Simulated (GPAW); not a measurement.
# AlSn (P-6m2) in GPAW: convergence with k mesh

Aim: find how far k mesh must go before the results for AlSn settle, at LDA. This setting moves, with any that are tied to it; all else stays.

Everything below comes from runs of GPAW 26.7.0. Logs are shortened: lines on timing, memory, paths and dates and some standing lists are left out, and cuts for length are marked. The log counts tension as positive stress, the text compression.

**1. Starting point**

The structure is hexagonal, space group P-6m2 (No. 187). The conventional cell has a = 4.198 Å, b = 4.198 Å, c = 3.307 Å, α = 90.00°, β = 90.00°, γ = 120.00°. Around Sn (site symmetry -6m2) lie 6 Al at 2.93 Å and 2 Sn at 3.31 Å. Al (site symmetry -6m2) is surrounded by 6 Sn at 2.93 Å and 2 Al at 3.31 Å.

The cell comes from a database or a generator and needn't be the stable form of this composition.

**2. With k mesh 2 × 2 × 2**

run.py reads:

```python
import json
import numpy as np
from ase.dft.bandgap import bandgap
from ase.io import write
from ase.spacegroup import crystal
from ase.units import GPa
from gpaw import GPAW, PW

# Sn 1b
# Al 1e
atoms = crystal(['Sn', 'Al'],
                basis=[[0.0, 0.0, 0.5],
                       [0.6666666667, 0.3333333333, 0.0]],
                spacegroup=187, setting=1,  # P-6m2
                cellpar=[4.19810562, 4.19810562, 3.306847, 90.0, 90.0, 120.0],
                primitive_cell=True)

calc = GPAW(mode=PW(450),
            xc='LDA',
            kpts={'size': (2, 2, 2), 'gamma': True},
            occupations={'name': 'fermi-dirac', 'width': 0.05},
            nbands=17,
            convergence={'density': 1e-05, 'energy': 1e-05},
            maxiter=150,
            txt='gpaw.txt')
atoms.calc = calc
energy = atoms.get_potential_energy()
forces = atoms.get_forces()
stress = atoms.get_stress()
calc.write('gs.gpw')
write('result.traj', atoms)
print(f'Energy: {energy:.6f} eV')
print('Forces (eV/A):')
print(forces.round(4))
print('Stress (GPa):', (stress / GPa).round(3))
print('Fermi level:', round(calc.get_fermi_level(), 4), 'eV')
print(f'Gap: {bandgap(calc)[0]:.4f} eV, direct: {bandgap(calc, direct=True)[0]:.4f} eV')

size = (4, 4, 4)
dense = calc.fixed_density(kpts={'size': size, 'gamma': True}, update_fermi_level=True,
                           convergence={'bands': 'CBM+2.0', 'eigenstates': 1e-7}, txt='dense.txt')
ef = dense.get_fermi_level()
index = np.round(dense.get_bz_k_points() * size).astype(int) % size
recip = 2 * np.pi * atoms.cell.reciprocal()
sheets = []
for s, e_kn in enumerate(dense.eigenvalues()):
    for n in range(e_kn.shape[1] - 2):
        if e_kn[:, n].min() < ef < e_kn[:, n].max():
            e = np.empty(size)
            e[tuple(index.T)] = e_kn[dense.get_bz_to_ibz_map(), n] - ef
            de = np.array([(np.roll(e, -1, c) - np.roll(e, 1, c)) * size[c] / 2 for c in range(3)])
            v = np.linalg.norm(np.einsum('vc,cxyz->vxyz', np.linalg.inv(recip), de), axis=0)
            w = np.exp(-(e / 0.1)**2) / (0.1 * np.pi**0.5)
            sheets.append({'spin': s, 'band': n, 'filled': (e < 0).mean(), 'dos': w.mean(), 'bottom': e.min(), 'top': e.max(),
                           'velocity': (w * v).sum() / w.sum() * 1.519267e5, 'slice': e[:, :, 0].round(3).tolist()})
            print(f'spin {s} band {n}: filled share {sheets[-1]["filled"]:.3f}, from {e.min():.3f} to {e.max():.3f} eV,',
                  f'{w.mean():.3f} states/eV, mean velocity {sheets[-1]["velocity"]:.3e} m/s')
print('Fermi level on the dense mesh:', round(ef, 4), 'eV,', len(sheets), 'sheets')
json.dump({'ef': ef, 'sheets': sheets}, open('fermi.json', 'w'))
```

Potentials or basis: the program's PAW data sets (release 1.2.1) made for this functional, pw.

Run with:

```bash
> OMP_NUM_THREADS=1 python run.py
```

Wall time 5.4 s (1 thread of Arm Neoverse V1, shared host); peak memory 0.15 GiB.

What came out:

```yaml
Free_energy: -8.6329 eV
Pressure: -3.7 GPa
Band_gap_on_the_k_mesh: none (metal or under the smearing width)
```

**3. With k mesh 3 × 3 × 3**

run.py, as its differences from that of step 2:

```diff
@@ -19,3 +19,3 @@
             xc='LDA',
-            kpts={'size': (2, 2, 2), 'gamma': True},
+            kpts={'size': (3, 3, 3), 'gamma': True},
             occupations={'name': 'fermi-dirac', 'width': 0.05},
@@ -38,3 +38,3 @@
 
-size = (4, 4, 4)
+size = (6, 6, 6)
 dense = calc.fixed_density(kpts={'size': size, 'gamma': True}, update_fermi_level=True,
```

Potentials or basis: the program's PAW data sets (release 1.2.1) made for this functional, pw.

Run with:

```bash
> OMP_NUM_THREADS=1 python run.py
```

Wall time 9.3 s (1 thread of Arm Neoverse V1, shared host); peak memory 0.16 GiB.

Results:

- Free energy: -8.2943 eV
- Pressure: -4.3 GPa
- Band gap on the k mesh: none (metal or under the smearing width)

**4. With k mesh 4 × 4 × 4**

run.py, as its differences from that of step 3:

```diff
@@ -19,3 +19,3 @@
             xc='LDA',
-            kpts={'size': (3, 3, 3), 'gamma': True},
+            kpts={'size': (4, 4, 4), 'gamma': True},
             occupations={'name': 'fermi-dirac', 'width': 0.05},
```

Run with:

```bash
> OMP_NUM_THREADS=1 python run.py
```

Wall time 11 s (1 thread of Arm Neoverse V1, shared host); peak memory 0.16 GiB.

It converged, with:

* Free energy: -8.3031 eV
* Pressure: -2.9 GPa
* Band gap on the k mesh: none (metal or under the smearing width)

**5. With k mesh 5 × 5 × 5**

run.py, as its differences from that of step 4:

```diff
@@ -19,3 +19,3 @@
             xc='LDA',
-            kpts={'size': (4, 4, 4), 'gamma': True},
+            kpts={'size': (5, 5, 5), 'gamma': True},
             occupations={'name': 'fermi-dirac', 'width': 0.05},
@@ -38,3 +38,3 @@
 
-size = (6, 6, 6)
+size = (8, 8, 8)
 dense = calc.fixed_density(kpts={'size': size, 'gamma': True}, update_fermi_level=True,
```

Run with:

```bash
> OMP_NUM_THREADS=1 python run.py
```

It took 17 s on 1 thread of Arm Neoverse V1, shared host; peak memory 0.17 GiB.

The run converged. Its results:

| Quantity | Value |
| --- | --- |
| Free energy | -8.3699 eV |
| Pressure | -4.6 GPa |
| Band gap on the k mesh | none (metal or under the smearing width) |

**6. With k mesh 6 × 6 × 6**

run.py, as its differences from that of step 5:

```diff
@@ -19,3 +19,3 @@
             xc='LDA',
-            kpts={'size': (5, 5, 5), 'gamma': True},
+            kpts={'size': (6, 6, 6), 'gamma': True},
             occupations={'name': 'fermi-dirac', 'width': 0.05},
@@ -38,3 +38,3 @@
 
-size = (8, 8, 8)
+size = (10, 10, 10)
 dense = calc.fixed_density(kpts={'size': size, 'gamma': True}, update_fermi_level=True,
```

Potentials or basis: the program's PAW data sets (release 1.2.1) made for this functional, pw.

Run with:

```bash
> OMP_NUM_THREADS=1 python run.py
```

Run time: 28 s. Hardware: 1 thread of Arm Neoverse V1, shared host; peak memory 0.2 GiB.

Results (log left out):

```yaml
Free_energy: -8.4107 eV
Pressure: -4.7 GPa
Band_gap_on_the_k_mesh: none (metal or under the smearing width)
```

**7. With k mesh 7 × 7 × 7**

run.py, as its differences from that of step 6:

```diff
@@ -19,3 +19,3 @@
             xc='LDA',
-            kpts={'size': (6, 6, 6), 'gamma': True},
+            kpts={'size': (7, 7, 7), 'gamma': True},
             occupations={'name': 'fermi-dirac', 'width': 0.05},
@@ -38,3 +38,3 @@
 
-size = (10, 10, 10)
+size = (12, 12, 12)
 dense = calc.fixed_density(kpts={'size': size, 'gamma': True}, update_fermi_level=True,
```

Run with:

```bash
> OMP_NUM_THREADS=1 python run.py
```

Run time: 39 s. Hardware: 1 thread of Arm Neoverse V1, shared host; peak memory 0.23 GiB.

The run converged. Its results:

```
Free energy            : -8.5150 eV
Pressure               : -4.9 GPa
Band gap on the k mesh : none (metal or under the smearing width)
```

**8. With k mesh 8 × 8 × 9**

run.py, as its differences from that of step 7:

```diff
@@ -19,3 +19,3 @@
             xc='LDA',
-            kpts={'size': (7, 7, 7), 'gamma': True},
+            kpts={'size': (8, 8, 9), 'gamma': True},
             occupations={'name': 'fermi-dirac', 'width': 0.05},
@@ -38,3 +38,3 @@
 
-size = (12, 12, 12)
+size = (12, 12, 14)
 dense = calc.fixed_density(kpts={'size': size, 'gamma': True}, update_fermi_level=True,
```

Potentials or basis: the program's PAW data sets (release 1.2.1) made for this functional, pw.

Run with:

```bash
> OMP_NUM_THREADS=1 python run.py
```

gpaw.txt:

```text
__  _  _
 | _ |_)|_||  |
 |__||  | ||/\| - 26.7.0

Input parameters:
  mode=PW(ecut=450.00000000000006),
  convergence={'density': 1e-05, 'energy': 1e-05},
  kpts=MonkhorstPack(size=(8, 8, 9), gamma=True),
  maxiter=150,
  nbands=17,
  occupations=Occupations(name='fermi-dirac', width=0.05),
  xc=XC(name='LDA')

Diagonalizing LCAO Hamiltonian
Converting LCAO to pw mode

       Sn

             Al

Atoms  # Å, Bohr magnetons
|   | symbol |        x |        y |        z |    initial magnetic moments |
|---|--------|----------|----------|----------|-----------------------------|
| 0 |     Sn | 0.000000 | 0.000000 | 1.653423 | ( 0.0000,  0.0000,  0.0000) |
| 1 |     Al | 2.099053 | 1.211889 | 0.000000 | ( 0.0000,  0.0000,  0.0000) |

Unit cell  # Å
| periodic |         x |        y |        z |  lengths |     angles |
|----------|-----------|----------|----------|----------|------------|
|      yes |  4.198106 | 0.000000 | 0.000000 | 4.198106 |  90.000000 |
|      yes | -2.099053 | 3.635666 | 0.000000 | 4.198106 |  90.000000 |
|      yes |  0.000000 | 0.000000 | 3.306847 | 3.306847 | 120.000000 |

Number of symmetries: 12
Symmetry operations  # r_c * U_cc + t_c -> r_c
|    | kind |            matrix            |
|----|------|------------------------------|
|  0 |  σ   |  1, 1, 0,  0,-1, 0,  0, 0, 1 |
|  1 |  C2  |  1, 1, 0,  0,-1, 0,  0, 0,-1 |
|  2 |  E   |  1, 0, 0,  0, 1, 0,  0, 0, 1 |
|  3 |  σ   |  1, 0, 0,  0, 1, 0,  0, 0,-1 |
|  4 |  C3  |  0, 1, 0, -1,-1, 0,  0, 0, 1 |
|  5 |  S3  |  0, 1, 0, -1,-1, 0,  0, 0,-1 |
|  6 |  σ   |  0,-1, 0, -1, 0, 0,  0, 0, 1 |
|  7 |  C2  |  0,-1, 0, -1, 0, 0,  0, 0,-1 |
|  8 |  σ   | -1, 0, 0,  1, 1, 0,  0, 0, 1 |
|  9 |  C2  | -1, 0, 0,  1, 1, 0,  0, 0,-1 |
| 10 |  C3  | -1,-1, 0,  1, 0, 0,  0, 0, 1 |
| 11 |  S3  | -1,-1, 0,  1, 0, 0,  0, 0,-1 |

BZ-sampling:
  Number of BZ points: 576
  Number of IBZ points: 50

  Monkhorst-Pack size: [8, 8, 9]
  Monkhorst-Pack shift: [0.0625, 0.0625, 0.0]

K-points  # in reciprocal-cell coordinates
|     |                                coordinates |     weight |
|-----|--------------------------------------------|------------|
|   0 | (  0.00000000,   0.00000000,   0.00000000) | 0.00173611 |
|   1 | (  0.00000000,   0.00000000,   0.11111111) | 0.00347222 |
|   2 | (  0.00000000,   0.00000000,   0.22222222) | 0.00347222 |
|   3 | (  0.00000000,   0.00000000,   0.33333333) | 0.00347222 |
|   4 | (  0.00000000,   0.00000000,   0.44444444) | 0.00347222 |
|   5 | (  0.12500000,   0.00000000,   0.00000000) | 0.01041667 |
|   6 | (  0.12500000,   0.00000000,   0.11111111) | 0.02083333 |
|   7 | (  0.12500000,   0.00000000,   0.22222222) | 0.02083333 |
|   8 | (  0.12500000,   0.00000000,   0.33333333) | 0.02083333 |
|   9 | (  0.12500000,   0.00000000,   0.44444444) | 0.02083333 |
| ... |                                            |            |
|  49 | (  0.50000000,   0.50000000,   0.44444444) | 0.01041667 |

Plane wave coefficients: 1116
Cutoff: 450.00000000000006 eV

Spin-components: 1 (collinear spins)
Bands:           17
Projectors:      11
Spin-degeneracy: 2
Datatype:        complex128

Parallelization:
  kpt:    1
  domain: 1
  band:   1

Density:
  Valence electrons: 17.0
  Components: 1
  Grid points: [21 21 18]
  Charge: 0.0  # |e|

Potential:
  Grid points: [21 21 18]

species:
  Sn:
    name:    Tin
    Z:       50.0
    valence: 14
    core:    36
    charge:  0.0  # [|e|]
    compensation charges:
      type: gauss
      rc: 0.38  # [Å]
      lmax: 2
    cutoffs:
      filter: 2.23  # [Å]
      core: 2.35  # [Å]
    projectors
    | kind |    occ | energy [eV] | rcut [Å] |
    |------|--------|-------------|----------|
    |   5s |  2.000 |     -10.799 |    1.201 |
    |   5p |  2.000 |      -3.869 |    1.270 |
    |   4d | 10.000 |     -25.910 |    1.185 |
    |    s |        |      16.413 |    1.201 |
    |    p |        |      23.342 |    1.270 |
    |    d |        |       1.302 |    1.185 |

    Using partial waves for Sn as LCAO basis

  Al:
    name:    Aluminium
    Z:       13.0
    valence: 3
    core:    10
    charge:  0.0  # [|e|]
    compensation charges:
      type: gauss
      rc: 0.34  # [Å]
      lmax: 2
    cutoffs:
      filter: 1.91  # [Å]
      core: 2.36  # [Å]
    projectors
    | kind |    occ | energy [eV] | rcut [Å] |
    |------|--------|-------------|----------|
    |   3s |  2.000 |      -7.830 |    1.085 |
    |   3p |  1.000 |      -2.783 |    1.085 |
    |    s |        |      19.382 |    1.085 |
    |    p |        |      24.428 |    1.085 |
    |    d |        |       0.000 |    1.085 |

    Using partial waves for Al as LCAO basis

Reference energy: -174444.008118  # eV

eigensolver:
  PPCG
  Converge bands: occupied
  niter=2

density mixing:
  MSR1-Mixer
  Pratt-step length: 0.05
  Maximum mixing coefficient: 0.75
  Old densities: 10
  SVD Regularization: 0.005
  Good broyden scale: 1.0
  Trust region scale: 1.0
  Backstep threshold: 4.0
  History deletion threshold: 6.0
  Fourier metric: weight=20.0, sigma=0.015

occupation numbers:
  Fermi-Dirac:
    width: 0.0500  # eV

poisson solver:
  ecut: 3600.0000000000005  # eV

xc functional:
  name: None

convergence criteria:
- Maximum integral of absolute [dens]ity change: 1e-05 electrons / valence electron
- Maximum [total energy] change in last 3 cyles: 1e-05 eV / valence electron
- Maximum integral of absolute [eigenst]ate change: 4e-08 eV^2 / valence electron
maximum number of iterations: 150

SCF iterations
|iter     | |      energy | eigst |  dens |
|---------|-|-------------|-------|-------|
|iter:   1| |   -8.495295 | -0.13 |       |
|iter:   2| |   -8.492511 | -2.60 | -1.38 |
|iter:   3| |   -8.456221 | -2.75 | -1.40 |
|iter:   4| |   -8.455092 | -3.57 | -1.93 |
|iter:   5| |   -8.455124 | -4.73 | -2.65 |
|iter:   6| |   -8.455134c| -5.98 | -3.25 |
|iter:   7| |   -8.455134c| -7.17 | -3.87 |
|iter:   8| |   -8.455135c| -7.67c| -4.58 |
|iter:   9| |   -8.455135c| -8.14c| -5.28c|

Converged in 9 steps
Energy contributions relative to reference atoms: (reference = -174444.008118)

Energy contributions:
  Kinetic:           5.039508
  Coulomb:          -3.912300
  Zero:              0.046139
  External:          0.000000
  Xc:               -9.622919
  Entropy:          -0.011125
  Spinorbit:         0.000000
  ----------------------------
  Free energy:      -8.460697
  Extrapolated:     -8.455135

dipole moment: (-5.797570, -13.174694, -5.729432)  # |e|*Ang

Fermi level: 5.444
Eigenvalues  # (at kpt = [0.000, 0.000, 0.000])
| band index |      eig [eV] | occ [0-2] |
|------------|---------------|-----------|
|          0 |       -15.846 |     2.000 |
|          1 |       -15.719 |     2.000 |
|          2 |       -15.719 |     2.000 |
|          3 |       -15.714 |     2.000 |
|          4 |       -15.714 |     2.000 |
|          5 |        -5.051 |     2.000 |
[... 9 lines left out ...]
|         15 |        18.759 |     0.000 |
|         16 |        18.849 |     0.000 |

No gap
No difference between direct/indirect transitions

Forces  # eV/Ang
|        x |        y |       z |
|----------|----------|---------|
|  0.00000 |  0.00000 | 0.00000 |  # Sn   0
| -0.00000 | -0.00000 | 0.00000 |  # Al   1

Stress tensor  # eV/Ang^3
|         x |         y |        z |
|-----------|-----------|----------|
|  0.022088 | -0.000000 | 0.000000 |
| -0.000000 |  0.022088 | 0.000000 |
|  0.000000 |  0.000000 | 0.037412 |

# Writing to gs.gpw (mode='')
```

It took 48 s on 1 thread of Arm Neoverse V1, shared host; peak memory 0.25 GiB.

Results:

* Free energy: -8.4607 eV
* Pressure: -4.4 GPa
* Band gap on the k mesh: none (metal or under the smearing width)

**9. The series at a glance**

```
   k mesh  energy less the tightest run, at zero smearing (meV/atom)  pressure (GPa)  SCF cycles  CPU time (s)  peak memory (GiB)
2 × 2 × 2                                                     -80.23           -3.72           9           5.4               0.15
3 × 3 × 3                                                      87.86           -4.32           9           9.3               0.16
4 × 4 × 4                                                      81.83           -2.91           9            11               0.16
5 × 5 × 5                                                      44.61           -4.62           9            17               0.17
6 × 6 × 6                                                      24.58           -4.74           9            28                0.2
7 × 7 × 7                                                     -28.69           -4.93           9            39               0.23
8 × 8 × 9                                                       0.00           -4.36           9            48               0.25
```

Not settled before the last step: the energy (to 1 meV/atom), the pressure (to 0.1 GPa). Meshes of other sizes hit other points, so gaps and Fermi surfaces needn't settle smoothly. The tightest run that finished is the yardstick and may itself not be fully converged.

Caveats: the cutoff is short for stress and forces, so pressures can be off by a GPa or more.
